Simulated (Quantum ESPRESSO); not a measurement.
Input of a Quantum ESPRESSO 7.5 run:

Contents of pw.in:

```
&CONTROL
  calculation = 'scf'
  prefix = 'pwscf'
  outdir = './tmp'
  pseudo_dir = './pseudo'
  tprnfor = .true.
  tstress = .true.
  disk_io = 'low'
/
&SYSTEM
  ibrav = 0
  A = 4.082
  nat = 5
  ntyp = 2
  ecutwfc = 45
  ecutrho = 360
  nbnd = 37
  occupations = 'smearing'
  smearing = 'fd'
  degauss = 0.00367493
/
&ELECTRONS
  conv_thr = 1d-09
  electron_maxstep = 120
  mixing_beta = 0.5
/
ATOMIC_SPECIES
B     10.8100 b_lda_v1.4.uspp.F.UPF
Pd   106.4200 pd_lda_v1.4.uspp.F.UPF
CELL_PARAMETERS alat
   1.0000000000    0.0000000000    0.0000000000
   0.0000000000    1.0000000000    0.0000000000
   0.0000000000    0.0000000000    1.0000000000
ATOMIC_POSITIONS alat
B      0.0000000000    0.0000000000    0.0000000000
B      0.5000000000    0.5000000000    0.5000000000
Pd     0.0000000000    0.5000000000    0.5000000000
Pd     0.5000000000    0.0000000000    0.5000000000
Pd     0.5000000000    0.5000000000    0.0000000000
K_POINTS automatic
6 6 6 0 0 0
```

nscf.in

```
&CONTROL
  calculation = 'nscf'
  prefix = 'pwscf'
  outdir = './tmp'
  pseudo_dir = './pseudo'
  disk_io = 'low'
/
&SYSTEM
  ibrav = 0
  A = 4.082
  nat = 5
  ntyp = 2
  ecutwfc = 45
  ecutrho = 360
  nbnd = 60
  occupations = 'smearing'
  smearing = 'fd'
  degauss = 0.00367493
  nosym = .true.
  noinv = .true.
/
&ELECTRONS
  conv_thr = 1d-09
  electron_maxstep = 120
  mixing_beta = 0.5
  diago_full_acc = .true.
  startingwfc = 'random'
/
ATOMIC_SPECIES
B     10.8100 b_lda_v1.4.uspp.F.UPF
Pd   106.4200 pd_lda_v1.4.uspp.F.UPF
CELL_PARAMETERS alat
   1.0000000000    0.0000000000    0.0000000000
   0.0000000000    1.0000000000    0.0000000000
   0.0000000000    0.0000000000    1.0000000000
ATOMIC_POSITIONS alat
B      0.0000000000    0.0000000000    0.0000000000
B      0.5000000000    0.5000000000    0.5000000000
Pd     0.0000000000    0.5000000000    0.5000000000
Pd     0.5000000000    0.0000000000    0.5000000000
Pd     0.5000000000    0.5000000000    0.0000000000
K_POINTS crystal
64
  0.00000000   0.00000000   0.00000000 1.56250000e-02
  0.00000000   0.00000000   0.25000000 1.56250000e-02
  0.00000000   0.00000000   0.50000000 1.56250000e-02
  0.00000000   0.00000000   0.75000000 1.56250000e-02
  0.00000000   0.25000000   0.00000000 1.56250000e-02
  0.00000000   0.25000000   0.25000000 1.56250000e-02
  0.00000000   0.25000000   0.50000000 1.56250000e-02
  0.00000000   0.25000000   0.75000000 1.56250000e-02
  0.00000000   0.50000000   0.00000000 1.56250000e-02
  0.00000000   0.50000000   0.25000000 1.56250000e-02
  0.00000000   0.50000000   0.50000000 1.56250000e-02
  0.00000000   0.50000000   0.75000000 1.56250000e-02
  0.00000000   0.75000000   0.00000000 1.56250000e-02
  0.00000000   0.75000000   0.25000000 1.56250000e-02
  0.00000000   0.75000000   0.50000000 1.56250000e-02
  0.00000000   0.75000000   0.75000000 1.56250000e-02
  0.25000000   0.00000000   0.00000000 1.56250000e-02
  0.25000000   0.00000000   0.25000000 1.56250000e-02
  0.25000000   0.00000000   0.50000000 1.56250000e-02
  0.25000000   0.00000000   0.75000000 1.56250000e-02
  0.25000000   0.25000000   0.00000000 1.56250000e-02
  0.25000000   0.25000000   0.25000000 1.56250000e-02
  0.25000000   0.25000000   0.50000000 1.56250000e-02
  0.25000000   0.25000000   0.75000000 1.56250000e-02
  0.25000000   0.50000000   0.00000000 1.56250000e-02
  0.25000000   0.50000000   0.25000000 1.56250000e-02
  0.25000000   0.50000000   0.50000000 1.56250000e-02
  0.25000000   0.50000000   0.75000000 1.56250000e-02
  0.25000000   0.75000000   0.00000000 1.56250000e-02
  0.25000000   0.75000000   0.25000000 1.56250000e-02
  0.25000000   0.75000000   0.50000000 1.56250000e-02
  0.25000000   0.75000000   0.75000000 1.56250000e-02
  0.50000000   0.00000000   0.00000000 1.56250000e-02
  0.50000000   0.00000000   0.25000000 1.56250000e-02
  0.50000000   0.00000000   0.50000000 1.56250000e-02
  0.50000000   0.00000000   0.75000000 1.56250000e-02
  0.50000000   0.25000000   0.00000000 1.56250000e-02
  0.50000000   0.25000000   0.25000000 1.56250000e-02
  0.50000000   0.25000000   0.50000000 1.56250000e-02
  0.50000000   0.25000000   0.75000000 1.56250000e-02
  0.50000000   0.50000000   0.00000000 1.56250000e-02
  0.50000000   0.50000000   0.25000000 1.56250000e-02
  0.50000000   0.50000000   0.50000000 1.56250000e-02
  0.50000000   0.50000000   0.75000000 1.56250000e-02
  0.50000000   0.75000000   0.00000000 1.56250000e-02
  0.50000000   0.75000000   0.25000000 1.56250000e-02
  0.50000000   0.75000000   0.50000000 1.56250000e-02
  0.50000000   0.75000000   0.75000000 1.56250000e-02
  0.75000000   0.00000000   0.00000000 1.56250000e-02
  0.75000000   0.00000000   0.25000000 1.56250000e-02
  0.75000000   0.00000000   0.50000000 1.56250000e-02
  0.75000000   0.00000000   0.75000000 1.56250000e-02
  0.75000000   0.25000000   0.00000000 1.56250000e-02
  0.75000000   0.25000000   0.25000000 1.56250000e-02
  0.75000000   0.25000000   0.50000000 1.56250000e-02
  0.75000000   0.25000000   0.75000000 1.56250000e-02
  0.75000000   0.50000000   0.00000000 1.56250000e-02
  0.75000000   0.50000000   0.25000000 1.56250000e-02
  0.75000000   0.50000000   0.50000000 1.56250000e-02
  0.75000000   0.50000000   0.75000000 1.56250000e-02
  0.75000000   0.75000000   0.00000000 1.56250000e-02
  0.75000000   0.75000000   0.25000000 1.56250000e-02
  0.75000000   0.75000000   0.50000000 1.56250000e-02
  0.75000000   0.75000000   0.75000000 1.56250000e-02
```

File pw2wan.in:

```
&INPUTPP
  prefix = 'pwscf'
  outdir = './tmp'
  seedname = 'w'
  write_mmn = .true.
  write_amn = .true.
/
```

Contents of bands.in:

```
&CONTROL
  calculation = 'bands'
  prefix = 'pwscf'
  outdir = './tmp'
  pseudo_dir = './pseudo'
  disk_io = 'low'
/
&SYSTEM
  ibrav = 0
  A = 4.082
  nat = 5
  ntyp = 2
  ecutwfc = 45
  ecutrho = 360
  nbnd = 60
  occupations = 'smearing'
  smearing = 'fd'
  degauss = 0.00367493
/
&ELECTRONS
  conv_thr = 1d-08
  electron_maxstep = 120
  mixing_beta = 0.5
  diago_full_acc = .true.
  startingwfc = 'random'
/
ATOMIC_SPECIES
B     10.8100 b_lda_v1.4.uspp.F.UPF
Pd   106.4200 pd_lda_v1.4.uspp.F.UPF
CELL_PARAMETERS alat
   1.0000000000    0.0000000000    0.0000000000
   0.0000000000    1.0000000000    0.0000000000
   0.0000000000    0.0000000000    1.0000000000
ATOMIC_POSITIONS alat
B      0.0000000000    0.0000000000    0.0000000000
B      0.5000000000    0.5000000000    0.5000000000
Pd     0.0000000000    0.5000000000    0.5000000000
Pd     0.5000000000    0.0000000000    0.5000000000
Pd     0.5000000000    0.5000000000    0.0000000000
K_POINTS crystal
71
  0.00000000   0.00000000   0.00000000 1
  0.00000000   0.05555600   0.00000000 1
  0.00000000   0.11111100   0.00000000 1
  0.00000000   0.16666700   0.00000000 1
  0.00000000   0.22222200   0.00000000 1
  0.00000000   0.27777800   0.00000000 1
  0.00000000   0.33333300   0.00000000 1
  0.00000000   0.38888900   0.00000000 1
  0.00000000   0.44444400   0.00000000 1
  0.00000000   0.50000000   0.00000000 1
  0.05555600   0.50000000   0.00000000 1
  0.11111100   0.50000000   0.00000000 1
  0.16666700   0.50000000   0.00000000 1
  0.22222200   0.50000000   0.00000000 1
  0.27777800   0.50000000   0.00000000 1
  0.33333300   0.50000000   0.00000000 1
  0.38888900   0.50000000   0.00000000 1
  0.44444400   0.50000000   0.00000000 1
  0.50000000   0.50000000   0.00000000 1
  0.46153800   0.46153800   0.00000000 1
  0.42307700   0.42307700   0.00000000 1
  0.38461500   0.38461500   0.00000000 1
  0.34615400   0.34615400   0.00000000 1
  0.30769200   0.30769200   0.00000000 1
  0.26923100   0.26923100   0.00000000 1
  0.23076900   0.23076900   0.00000000 1
  0.19230800   0.19230800   0.00000000 1
  0.15384600   0.15384600   0.00000000 1
  0.11538500   0.11538500   0.00000000 1
  0.07692300   0.07692300   0.00000000 1
  0.03846200   0.03846200   0.00000000 1
  0.00000000   0.00000000   0.00000000 1
  0.03125000   0.03125000   0.03125000 1
  0.06250000   0.06250000   0.06250000 1
  0.09375000   0.09375000   0.09375000 1
  0.12500000   0.12500000   0.12500000 1
  0.15625000   0.15625000   0.15625000 1
  0.18750000   0.18750000   0.18750000 1
  0.21875000   0.21875000   0.21875000 1
  0.25000000   0.25000000   0.25000000 1
  0.28125000   0.28125000   0.28125000 1
  0.31250000   0.31250000   0.31250000 1
  0.34375000   0.34375000   0.34375000 1
  0.37500000   0.37500000   0.37500000 1
  0.40625000   0.40625000   0.40625000 1
  0.43750000   0.43750000   0.43750000 1
  0.46875000   0.46875000   0.46875000 1
  0.50000000   0.50000000   0.50000000 1
  0.46153800   0.50000000   0.46153800 1
  0.42307700   0.50000000   0.42307700 1
  0.38461500   0.50000000   0.38461500 1
  0.34615400   0.50000000   0.34615400 1
  0.30769200   0.50000000   0.30769200 1
  0.26923100   0.50000000   0.26923100 1
  0.23076900   0.50000000   0.23076900 1
  0.19230800   0.50000000   0.19230800 1
  0.15384600   0.50000000   0.15384600 1
  0.11538500   0.50000000   0.11538500 1
  0.07692300   0.50000000   0.07692300 1
  0.03846200   0.50000000   0.03846200 1
  0.00000000   0.50000000   0.00000000 1
  0.50000000   0.50000000   0.00000000 1
  0.50000000   0.50000000   0.05555600 1
  0.50000000   0.50000000   0.11111100 1
  0.50000000   0.50000000   0.16666700 1
  0.50000000   0.50000000   0.22222200 1
  0.50000000   0.50000000   0.27777800 1
  0.50000000   0.50000000   0.33333300 1
  0.50000000   0.50000000   0.38888900 1
  0.50000000   0.50000000   0.44444400 1
  0.50000000   0.50000000   0.50000000 1
```

w.win

```
num_wann = 35
num_bands = 51
guiding_centres = true
dis_froz_max = 16.02
dis_num_iter = 600
dis_mix_ratio = 0.5
dis_conv_tol = 1.0d-9
num_iter = 1200
search_shells = 100
kmesh_tol = 1.0d-4
conv_tol = 1.0d-8
conv_window = 4
num_print_cycles = 200
fermi_energy = 14.0198
bands_plot = true
write_hr = true
mp_grid = 4 4 4
exclude_bands = 1-9
begin projections
B: s;p
Pd: s;p;d
end projections
begin unit_cell_cart
ang
  4.0820000000   0.0000000000   0.0000000000
  0.0000000000   4.0820000000   0.0000000000
  0.0000000000   0.0000000000   4.0820000000
end unit_cell_cart
begin atoms_frac
B    0.0000000000   0.0000000000   0.0000000000
B    0.5000000000   0.5000000000   0.5000000000
Pd   0.0000000000   0.5000000000   0.5000000000
Pd   0.5000000000   0.0000000000   0.5000000000
Pd   0.5000000000   0.5000000000   0.0000000000
end atoms_frac
begin kpoint_path
G   0.0000000000   0.0000000000   0.0000000000  X   0.0000000000   0.5000000000   0.0000000000
X   0.0000000000   0.5000000000   0.0000000000  M   0.5000000000   0.5000000000   0.0000000000
M   0.5000000000   0.5000000000   0.0000000000  G   0.0000000000   0.0000000000   0.0000000000
G   0.0000000000   0.0000000000   0.0000000000  R   0.5000000000   0.5000000000   0.5000000000
R   0.5000000000   0.5000000000   0.5000000000  X   0.0000000000   0.5000000000   0.0000000000
M   0.5000000000   0.5000000000   0.0000000000  R   0.5000000000   0.5000000000   0.5000000000
end kpoint_path
bands_num_points = 9
begin kpoints
  0.00000000   0.00000000   0.00000000
  0.00000000   0.00000000   0.25000000
  0.00000000   0.00000000   0.50000000
  0.00000000   0.00000000   0.75000000
  0.00000000   0.25000000   0.00000000
  0.00000000   0.25000000   0.25000000
  0.00000000   0.25000000   0.50000000
  0.00000000   0.25000000   0.75000000
  0.00000000   0.50000000   0.00000000
  0.00000000   0.50000000   0.25000000
  0.00000000   0.50000000   0.50000000
  0.00000000   0.50000000   0.75000000
  0.00000000   0.75000000   0.00000000
  0.00000000   0.75000000   0.25000000
  0.00000000   0.75000000   0.50000000
  0.00000000   0.75000000   0.75000000
  0.25000000   0.00000000   0.00000000
  0.25000000   0.00000000   0.25000000
  0.25000000   0.00000000   0.50000000
  0.25000000   0.00000000   0.75000000
  0.25000000   0.25000000   0.00000000
  0.25000000   0.25000000   0.25000000
  0.25000000   0.25000000   0.50000000
  0.25000000   0.25000000   0.75000000
  0.25000000   0.50000000   0.00000000
  0.25000000   0.50000000   0.25000000
  0.25000000   0.50000000   0.50000000
  0.25000000   0.50000000   0.75000000
  0.25000000   0.75000000   0.00000000
  0.25000000   0.75000000   0.25000000
  0.25000000   0.75000000   0.50000000
  0.25000000   0.75000000   0.75000000
  0.50000000   0.00000000   0.00000000
  0.50000000   0.00000000   0.25000000
  0.50000000   0.00000000   0.50000000
  0.50000000   0.00000000   0.75000000
  0.50000000   0.25000000   0.00000000
  0.50000000   0.25000000   0.25000000
  0.50000000   0.25000000   0.50000000
  0.50000000   0.25000000   0.75000000
  0.50000000   0.50000000   0.00000000
  0.50000000   0.50000000   0.25000000
  0.50000000   0.50000000   0.50000000
  0.50000000   0.50000000   0.75000000
  0.50000000   0.75000000   0.00000000
  0.50000000   0.75000000   0.25000000
  0.50000000   0.75000000   0.50000000
  0.50000000   0.75000000   0.75000000
  0.75000000   0.00000000   0.00000000
  0.75000000   0.00000000   0.25000000
  0.75000000   0.00000000   0.50000000
  0.75000000   0.00000000   0.75000000
  0.75000000   0.25000000   0.00000000
  0.75000000   0.25000000   0.25000000
  0.75000000   0.25000000   0.50000000
  0.75000000   0.25000000   0.75000000
  0.75000000   0.50000000   0.00000000
  0.75000000   0.50000000   0.25000000
  0.75000000   0.50000000   0.50000000
  0.75000000   0.50000000   0.75000000
  0.75000000   0.75000000   0.00000000
  0.75000000   0.75000000   0.25000000
  0.75000000   0.75000000   0.50000000
  0.75000000   0.75000000   0.75000000
end kpoints
```

Potentials or basis: GBRV 1.5 LDA.

Command:

```console
$ OMP_NUM_THREADS=1 pw.x -in pw.in > pw.out
$ OMP_NUM_THREADS=1 pw.x -in nscf.in > nscf.out
$ wannier90.x -pp w
$ OMP_NUM_THREADS=1 pw2wannier90.x -in pw2wan.in > pw2wan.out
$ wannier90.x w
$ OMP_NUM_THREADS=1 pw.x -in bands.in > bands.out
```

Question: Estimate the total Wannier spread.

Answer: 37.47 Å² over 35 functions.

Question: Predict the RMS miss of the Wannier bands.

Answer: 0.006 eV.

Question: What does it give for the pressure?

Answer: -10.4 GPa.

Question: Estimate the band gap on the k mesh.

Answer: None (metal or under the smearing width).

Parts of the spread (Å²): invariant 28.85, diagonal 0.003, off-diagonal 8.61, total 37.47. Against the direct bands the interpolation misses by 6 meV (root mean square) and 47 meV at most, for states up to 1 eV over the reference level.

Caveat: the Wannier minimisation didn't converge.
